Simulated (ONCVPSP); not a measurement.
**Co: generating and testing an ONCV potential**

Task: generate the file, and judge it by its errors in other configurations, its logarithmic derivatives, its ghosts and its cutoff.

Program: ONCVPSP 4.0.1.1 (patched build). Reference atom: LDA (Perdew-Wang 92), scalar-relativistic, spherical and spin-unpolarised. All values are calculated.

**1. Settings**

Typed settings, in words:

```json
{"element": "cobalt (Co, Z = 27)", "type": "optimised norm-conserving Vanderbilt (ONCV)", "frozen core": "[Ne]", "valence charge": "17", "reference configuration": "3s2 3p6 3d7 4s2", "partial waves": "3s+4s: rc 1.20 bohr, ncon 3, nbas 8, qcut 8.9 1/bohr, 2 projectors; 3p: rc 0.75 bohr, ncon 4, nbas 7, qcut 9.4 1/bohr, 3 projectors, debl 2.4 Ha; 3d: rc 1.65 bohr, ncon 4, nbas 9, qcut 8.1 1/bohr, 2 projectors, debl 0.5 Ha", "local potential": "polynomial inside 0.50 bohr (lpopt 3, dvloc0 0 Ha)", "core correction": "Teter function, fcfact 3.25, rcfact 1.2"}
```

**2. Generating the potential**

Co.dat

```
# ATOM AND REFERENCE CONFIGURATION
# atsym  z   nc   nv     iexc    psfile
  Co 27.00    3    4  -001012      upf
#
#   n    l    f
    1    0    2.00
    2    0    2.00
    2    1    6.00
    3    0    2.00
    3    1    6.00
    3    2    7.00
    4    0    2.00
#
# PSEUDOPOTENTIAL AND OPTIMIZATION
# lmax
    2
#
#   l,   rc,      ep,       ncon, nbas, qcut
    0    1.20    0.00    3    8    8.90
    1    0.75    0.00    4    7    9.40
    2    1.65    0.00    4    9    8.10
#
# LOCAL POTENTIAL
# lloc, lpopt,  rc(5),   dvloc0
    4    3    0.50    0.00
#
# VANDERBILT-KLEINMAN-BYLANDER PROJECTORs
# l, nproj, debl
    0    2    0.90
    1    3    2.40
    2    2    0.50
#
# MODEL CORE CHARGE
# icmod, fcfact, rcfact
    3    3.25    1.20
#
# LOG DERIVATIVE ANALYSIS
# epsh1, epsh2, depsh
   -5.00    5.00    0.04
#
# OUTPUT GRID
# rlmax, drl
    6.00    0.01
#
# TEST CONFIGURATIONS
# ncnf
    4
# nvcnf
#   n    l    f
    4
    3    0    2.00
    3    1    6.00
    3    2    7.00
    4    0    1.00
#
    4
    3    0    2.00
    3    1    6.00
    3    2    7.00
    4    0    0.00
#
    4
    3    0    2.00
    3    1    6.00
    3    2    6.00
    4    0    0.00
#
    4
    3    0    2.00
    3    1    6.00
    3    2    7.00
    4    0    1.50
#
```

On the command line:

```sh
$ oncvpsp.x < Co.dat > Co.out
```

Output in Co.out (without the consistency checks and plot data):

```text
ONCVPSP  (Optimized Norm-Conservinng Vanderbilt PSeudopotential)
scalar-relativistic version 4.0.1.1, modified

#   n    l    f        energy (Ha)
    1    0    2.00    -2.7843962E+02
    2    0    2.00    -3.2967196E+01
    2    1    6.00    -2.8276502E+01
    3    0    2.00    -3.7437557E+00
    3    1    6.00    -2.4076513E+00
    3    2    7.00    -3.1094340E-01
    4    0    2.00    -2.0850416E-01

Reference configufation results
  iterations    30
  all-electron total energy (Ha)   -1.39077762D+03

Begin loop to  construct optimized pseudo wave functions
and semi-local pseudopoentials for all angular momenta

Calculating optimized projector #   1

 for l=   0

    Fraction of norm inside rc  0.917690
    Optimizing pswf for qcut=   8.89 a_B^-1,  ecut=  39.47 Ha
    Residual kinetic energy error=  1.52D-05 Ha

    Energy error per electron        Cutoff
         Ha          eV             Ha
         0.01000     0.27211       18.23
         0.00100     0.02721       28.25
         0.00010     0.00272       34.43
         0.00001     0.00027       51.88

Calculating optimized projector #   2

 for l=   0

    Fraction of norm inside rc  0.033726
    Optimizing pswf for qcut=   8.89 a_B^-1,  ecut=  39.47 Ha
    Residual kinetic energy error=  7.52D-06 Ha

    Energy error per electron        Cutoff
         Ha          eV             Ha
         0.01000     0.27211        7.77
         0.00100     0.02721       23.70
         0.00010     0.00272       32.45
         0.00001     0.00027       38.79

WARNING wellstate: negative energy specified for n= 4 l=  1
WARNING scattering state with energy  0.25000000
WARNING will be used for the first projector

   Wellstate for l =  1  n =  4
     eigenvalue =   0.2500
     asymptotic potential =   0.7500
     half-point radius =  3.2798

   Wellstate for l =  1  n =  5
     eigenvalue =   2.6500
     asymptotic potential =   3.1500
     half-point radius =  2.5390

Calculating optimized projector #   1

 for l=   1

    Fraction of norm inside rc  0.470476
    Optimizing pswf for qcut=   9.41 a_B^-1,  ecut=  44.27 Ha
    Residual kinetic energy error=  4.00D-03 Ha

    Energy error per electron        Cutoff
         Ha          eV             Ha
         0.01000     0.27211       27.93
         0.00100     0.02721      125.28
         0.00010     0.00272      244.23
         0.00001     0.00027      282.42

Calculating optimized projector #   2

 for l=   1

    Fraction of norm inside rc  0.038488
    Optimizing pswf for qcut=   9.41 a_B^-1,  ecut=  44.27 Ha
    Residual kinetic energy error=  4.18D-04 Ha

    Energy error per electron        Cutoff
         Ha          eV             Ha
         0.01000     0.27211       21.34
         0.00100     0.02721       30.06
         0.00010     0.00272      127.21
         0.00001     0.00027      342.42

Calculating optimized projector #   3

 for l=   1

    Fraction of norm inside rc  0.038807
    Optimizing pswf for qcut=   9.41 a_B^-1,  ecut=  44.27 Ha
    Residual kinetic energy error=  5.55D-04 Ha

    Energy error per electron        Cutoff
         Ha          eV             Ha
         0.01000     0.27211       23.87
         0.00100     0.02721       32.84
         0.00010     0.00272      121.41
         0.00001     0.00027      447.13

   Wellstate for l =  2  n =  4
     eigenvalue =   0.1891
     asymptotic potential =   0.6891
     half-point radius =  8.6198

Calculating optimized projector #   1

 for l=   2

    Fraction of norm inside rc  0.851381
    Optimizing pswf for qcut=   8.09 a_B^-1,  ecut=  32.71 Ha
    Residual kinetic energy error=  2.91D-04 Ha

    Energy error per electron        Cutoff
         Ha          eV             Ha
         0.01000     0.27211       26.04
         0.00100     0.02721       30.24
         0.00010     0.00272       59.75
         0.00001     0.00027      116.74

Calculating optimized projector #   2

 for l=   2

    Fraction of norm inside rc  0.032078
    Optimizing pswf for qcut=   8.09 a_B^-1,  ecut=  32.71 Ha
    Residual kinetic energy error=  3.69D-05 Ha

    Energy error per electron        Cutoff
         Ha          eV             Ha
         0.01000     0.27211       20.12
         0.00100     0.02721       26.32
         0.00010     0.00272       30.83
         0.00001     0.00027       42.93

Construct Vanderbilt / Kleinmman-Bylander projectors

B matrix Hermiticity error, ll=   0
   1   2    3.6358E-04

  Orthonormal projector coefficients  2.5492E+01  2.6250E+00

B matrix Hermiticity error, ll=   1
   1   2    3.2592E-04
   1   3   -6.9473E-04
   2   3    1.0720E-04

  Orthonormal projector coefficients -3.0815E+02  2.0159E+01  5.0151E+00

B matrix Hermiticity error, ll=   2
   1   2    2.6533E-05

  Orthonormal projector coefficients -9.1065E+00 -4.3038E+00

Model core correction analysis
  based on d2Exc/dn_idn_j

d2excae - all-electron derivatives

   -4.107385D-02   -3.845233D-02   -2.861423D-02   -2.256205D-03
   -3.845246D-02   -3.691757D-02   -2.807821D-02   -2.740832D-03
   -2.861455D-02   -2.807842D-02   -2.542895D-02   -7.106564D-03
   -2.256203D-03   -2.740763D-03   -7.105186D-03   -2.904129D-02

d2excps - pseudofunction derivatives with no core correction

   -5.151606D-02   -4.387427D-02   -2.675223D-02   -3.071220D-03
   -4.387506D-02   -4.160347D-02   -2.831315D-02   -3.084319D-03
   -2.675246D-02   -2.831330D-02   -2.763240D-02   -6.883146D-03
   -3.071439D-03   -3.084278D-03   -6.881770D-03   -2.908982D-02

rms 2nd derivative error    3.565166E-03

rmatch, rhocmatch    0.4087   39.8061

Teter function model core charge with specified parameters

d2excps - pseudofunction derivatives with core correction

   -4.428121D-02   -4.075525D-02   -2.629486D-02   -2.589615D-03
   -4.075535D-02   -3.984876D-02   -2.799896D-02   -2.883292D-03
   -2.629498D-02   -2.799908D-02   -2.756140D-02   -6.855009D-03
   -2.589635D-03   -2.883234D-03   -6.853633D-03   -2.905762D-02

rms 2nd derivative error    1.680688E-03

Pseudoatom total energy -140.151751

Diagnostic tests using Vanderbilt-Kleinman-Bylander pseudopotentials
  1 or more projectors used as specified by nproj input data

   l    rcore       rmatch      e in        delta e   norm test  slope test

   0   1.2068812   1.2435247  -3.7437557   0.0000409   1.0002081   1.0002107
   0   1.2068812   1.2435247  -0.2085042   0.0000078   1.0000665   1.0000497

   1   0.7523571   0.7752003  -2.4076513  -0.0000632   1.0001884   1.0003048
   1   0.7523571   0.7752003   0.2500000   0.0000539   1.0004990   1.0004990
   1   0.7523571   0.7752003   2.6500000   0.0000591   1.0006317   1.0006317

   2   1.6571335   1.7074476  -0.3109434  -0.0000029   1.0001088   1.0001161
   2   1.6571335   1.7074476   0.1890566   0.0000003   1.0001945   1.0001945

 Testing for bound ghosts
   n   l    E NL Schr. Eq   E Basis Diag.   E Cutoff

   1   0       -3.743715       -3.743741    181.04
   2   0       -0.208496       -0.003371    181.04

       1                      -32.979548    532.60  WARNING - GHOST(-)
   2   1       -2.407714       -2.391098    532.60

   3   2       -0.310946       -0.310026    161.56

 Testing for highly-localized positive-energy ghosts
       l    <radius>/rc     E Basis Diag.   E Cutoff

       0        0.992168        9.453864    181.04  WARNING - GHOST(+)

Test configuration 0

   n   l     f        eae           eps        diff
   1   0  2.0000 -278.43961764
   2   0  2.0000  -32.96719592
   2   1  6.0000  -28.27650171
   3   0  2.0000   -3.74375572   -3.74371478    4.09D-05
   3   1  6.0000   -2.40765133   -2.40771450   -6.32D-05
   3   2  7.0000   -0.31094340   -0.31094631   -2.91D-06
   4   0  2.0000   -0.20850416   -0.20849639    7.77D-06

    Total energies and differences
      AE_ref= -1.39077762D+03  AE_tst= -1.39077762D+03  dif=  0.00D+00
      PS_ref= -1.40151751D+02  PS_tst= -1.40151751D+02  dif=  5.40D-13
      PSP excitation error= -5.40D-13

Test configuration 1

   n   l     f        eae           eps        diff
   1   0  2.0000 -278.76873356
   2   0  2.0000  -33.28926021
   2   1  6.0000  -28.59917884
   3   0  2.0000   -4.07085381   -4.07226098   -1.41D-03
   3   1  6.0000   -2.73511712   -2.73600863   -8.92D-04
   3   2  7.0000   -0.63530746   -0.63640140   -1.09D-03
   4   0  1.0000   -0.48042691   -0.48019364    2.33D-04

    Total energies and differences
      AE_ref= -1.39077762D+03  AE_tst= -1.39043626D+03  dif=  3.41D-01
      PS_ref= -1.40151751D+02  PS_tst= -1.39810469D+02  dif=  3.41D-01
      PSP excitation error=  7.47D-05

Test configuration 2

   n   l     f        eae           eps        diff
   1   0  2.0000 -279.15070235
   2   0  2.0000  -33.66025973
   2   1  6.0000  -28.97112778
   3   0  2.0000   -4.44798890   -4.45207579   -4.09D-03
   3   1  6.0000   -3.11245936   -3.11500964   -2.55D-03
   3   2  7.0000   -1.00676468   -1.00964635   -2.88D-03

    Total energies and differences
      AE_ref= -1.39077762D+03  AE_tst= -1.38980865D+03  dif=  9.69D-01
      PS_ref= -1.40151751D+02  PS_tst= -1.39183224D+02  dif=  9.69D-01
      PSP excitation error=  4.43D-04

Test configuration 3

   n   l     f        eae           eps        diff
   1   0  2.0000 -279.88273275
   2   0  2.0000  -34.41401654
   2   1  6.0000  -29.72276643
   3   0  2.0000   -5.15475253   -5.15174441    3.01D-03
   3   1  6.0000   -3.81085402   -3.80738443    3.47D-03
   3   2  6.0000   -1.67140736   -1.66113549    1.03D-02

    Total energies and differences
      AE_ref= -1.39077762D+03  AE_tst= -1.38847857D+03  dif=  2.30D+00
      PS_ref= -1.40151751D+02  PS_tst= -1.37855290D+02  dif=  2.30D+00
      PSP excitation error=  2.59D-03

Test configuration 4

   n   l     f        eae           eps        diff
   1   0  2.0000 -278.59656060
   2   0  2.0000  -33.12107664
   2   1  6.0000  -28.43064869
   3   0  2.0000   -3.90002003   -3.90057302   -5.53D-04
   3   1  6.0000   -2.56411223   -2.56450671   -3.94D-04
   3   2  7.0000   -0.46616428   -0.46664722   -4.83D-04
   4   0  1.5000   -0.33985499   -0.33975341    1.02D-04

    Total energies and differences
      AE_ref= -1.39077762D+03  AE_tst= -1.39064098D+03  dif=  1.37D-01
      PS_ref= -1.40151751D+02  PS_tst= -1.40015129D+02  dif=  1.37D-01
      PSP excitation error=  1.20D-05
```

Run time: 4.1 s. Hardware: 1 thread of Neoverse-V2, shared host.

The projector energies used in the p channel were -2.408, 0.250, 2.650 Ha; the program set a typed value aside.

All-electron and pseudo partial waves u(r) = r·R(r), from the program's wave files:

| r (bohr) | 3s AE | 3s PS | 3p AE | 3p PS |
| --- | --- | --- | --- | --- |
| 0.082 | -0.1037 | 0.2077 | -0.4938 | 0.0440 |
| 0.165 | -0.6717 | 0.4131 | -0.5881 | 0.1743 |
| 0.248 | -0.4342 | 0.6076 | -0.2141 | 0.3702 |
| 0.330 | 0.1148 | 0.7819 | 0.2725 | 0.5896 |
| 0.413 | 0.6414 | 0.9320 | 0.6929 | 0.8054 |
| 0.495 | 1.0061 | 1.0465 | 0.9773 | 0.9942 |
| 0.578 | 1.2051 | 1.1212 | 1.1352 | 1.1319 |
| 0.660 | 1.2672 | 1.1508 | 1.1896 | 1.1887 |
| 0.742 | 1.2380 | 1.1370 | 1.1738 | 1.1736 |
| 0.825 | 1.1520 | 1.0836 | 1.1122 | 1.1120 |
| 0.908 | 1.0370 | 0.9998 | 1.0249 | 1.0247 |
| 0.990 | 0.9132 | 0.8975 | 0.9269 | 0.9268 |
| 1.072 | 0.7904 | 0.7863 | 0.8264 | 0.8262 |
| 1.155 | 0.6741 | 0.6737 | 0.7275 | 0.7274 |
| 1.238 | 0.5689 | 0.5688 | 0.6350 | 0.6349 |
| 1.320 | 0.4773 | 0.4772 | 0.5514 | 0.5514 |
| 1.402 | 0.3979 | 0.3978 | 0.4764 | 0.4763 |
| 1.485 | 0.3292 | 0.3291 | 0.4090 | 0.4089 |
| 1.568 | 0.2711 | 0.2711 | 0.3498 | 0.3497 |
| 1.650 | 0.2231 | 0.2230 | 0.2989 | 0.2989 |
| 1.733 | 0.1825 | 0.1825 | 0.2543 | 0.2543 |
| 1.815 | 0.1493 | 0.1493 | 0.2163 | 0.2163 |
| 1.898 | 0.1216 | 0.1216 | 0.1834 | 0.1833 |
| 1.980 | 0.0991 | 0.0990 | 0.1555 | 0.1554 |
| 2.062 | 0.0806 | 0.0806 | 0.1317 | 0.1316 |
| 2.145 | 0.0653 | 0.0653 | 0.1112 | 0.1111 |

Densities times 4π (e/bohr³); a dash where the program caps the true core:

| r (bohr) | pseudo valence | true core | model core |
| --- | --- | --- | --- |
| 0.082 | 15.48 | – | 118.4 |
| 0.248 | 27.32 | – | 56.43 |
| 0.413 | 39.2 | 37.35 | 11.38 |
| 0.578 | 42.12 | 2.484 | 0.6107 |
| 0.742 | 32.83 | 0.1599 | 0.0001183 |
| 0.908 | 20.09 | 0.009883 | 0.0006534 |
| 1.072 | 10.47 | 0.0006398 | 0.0001236 |
| 1.238 | 4.946 | 4.093e-05 | 7.67e-07 |
| 1.402 | 2.441 | 2.781e-06 | 4.747e-06 |
| 1.568 | 1.372 | 2e-07 | 0 |
| 1.733 | 0.8661 | 0 | 0 |
| 1.898 | 0.5864 | 0 | 0 |
| 2.062 | 0.4195 | 0 | 0 |

**3. The configuration tests of the same run**

Excitation and ionisation energies from 3s2 3p6 3d7 4s2, with the error of the potential.

```tsv
valence configuration	charge	ΔE all-electron (eV)	error AE − PS (meV)
3s2 3p6 3d7 4s1	+1	9.289	+2.0
3s2 3p6 3d7 4s0	+2	26.367	+12
3s2 3p6 3d6 4s0	+3	62.560	+70
3s2 3p6 3d7 4s1.5	+0.5	3.718	+0.3
```

**4. Logarithmic derivatives**

Taken from the files of the generation run. The phase is arctan(r·R′/R) of the radial function R, unwrapped, with energies in Ha. A pole is an energy at which the radial function vanishes at the test radius. The pseudo phase is shifted by a multiple of π to meet the all-electron one at the reference energy. Levels narrower than the energy grid can be missing from the poles. The last column is the largest difference on the grid between −0.5 and +0.5 Ha.

```tsv
channel	radius (bohr)	reference (Ha)	poles AE	poles PS	window around the reference with phases within 0.05 rad (Ha)	largest difference near zero (rad)
s	1.22	-0.21	-2.78	-2.78	the whole range	0.000
p	0.76	-2.41	none	none	the whole range	0.000
d	1.68	-0.31	0.06	0.06, 4.14	below 1.6	0.000
```

Phases (rad) along the scan:

| E (Ha) | p AE | p PS | s AE | s PS |
| --- | --- | --- | --- | --- |
| -4.96 | -0.255 | -0.255 | 0.189 | 0.188 |
| -4.48 | -0.421 | -0.421 | -0.619 | -0.619 |
| -4.00 | -0.575 | -0.575 | -1.144 | -1.144 |
| -3.52 | -0.710 | -0.710 | -1.388 | -1.388 |
| -3.04 | -0.827 | -0.827 | -1.520 | -1.520 |
| -2.56 | -0.927 | -0.927 | -1.606 | -1.606 |
| -2.08 | -1.012 | -1.012 | -1.671 | -1.671 |
| -1.60 | -1.083 | -1.083 | -1.725 | -1.725 |
| -1.12 | -1.145 | -1.145 | -1.776 | -1.776 |
| -0.64 | -1.197 | -1.197 | -1.826 | -1.826 |
| -0.16 | -1.243 | -1.243 | -1.881 | -1.881 |
| 0.32 | -1.283 | -1.283 | -1.946 | -1.946 |
| 0.80 | -1.318 | -1.318 | -2.025 | -2.025 |
| 1.28 | -1.349 | -1.349 | -2.129 | -2.130 |
| 1.76 | -1.377 | -1.377 | -2.274 | -2.276 |
| 2.24 | -1.402 | -1.402 | -2.485 | -2.490 |
| 2.72 | -1.425 | -1.425 | -2.792 | -2.805 |
| 3.20 | -1.446 | -1.446 | -3.189 | -3.213 |
| 3.68 | -1.465 | -1.465 | -3.582 | -3.613 |
| 4.16 | -1.483 | -1.483 | -3.881 | -3.914 |
| 4.64 | -1.500 | -1.500 | -4.085 | -4.117 |

**5. Plane-wave cutoff and ghosts**

From the same output: the cutoffs (Ha) at which the residual kinetic energy of the hardest occupied pseudo-wave falls to 1 and 0.1 mHa per electron are 125 Ha and 244 Ha.

The program's own ghost test: GHOST(-) flagged for p at -897.4 eV; GHOST(+) flagged for s at 257.3 eV.

Cutoff (Ha) at which the first wave of each channel reaches a given error (Ha per electron):

| error | s | p | d |
| --- | --- | --- | --- |
| 1.0e-02 | 18.2 | 27.9 | 26.0 |
| 3.2e-03 | 24.3 | 51.6 | 28.2 |
| 1.0e-03 | 28.3 | 125.3 | 30.2 |
| 3.2e-04 | 31.6 | 217.7 | 33.5 |
| 1.0e-04 | 34.4 | 244.2 | 59.8 |
| 3.2e-05 | 37.4 | 263.8 | 106.1 |
| 1.0e-05 | 51.9 | 282.4 | 116.7 |

**6. Summary of results**

| quantity | value |
| --- | --- |
| cutoffs for 1 and 0.1 mHa per electron, occupied waves | 125 Ha and 244 Ha |
| bound ghosts | p at -897.42 eV |
| GHOST(+) flags | s at 257 eV |
| largest test error (AE − PS) | +70 meV, for 3s2 3p6 3d6 4s0 |
| largest phase difference near zero energy, channels read | 0.000 rad |
| rms error of d²Exc/dn², without and with the model core | 3.57 and 1.68 mHa |
| projector energies reset by the program | p: -2.408, 0.250, 2.650 Ha |

In words: A bound ghost (p) makes it unfit for use: electrons can fall into a state that the atom doesn't have. The worst unpolarised test, 3s2 3p6 3d6 4s0, is off by 70 meV on 62.6 eV; by total energies transferability rates as fair. That test lies far up in energy; among those under 40 eV, nearer to bonding, the largest error is 12 meV. It counts as very hard, with 125 Ha needed at the looser tolerance. At the looser tolerance the 3p wave is the slowest; 3d needs 30 Ha. Near zero energy the phases of the channels with partial waves agree within 0.001 rad. The program also flags highly localised states, GHOST(+) (s).
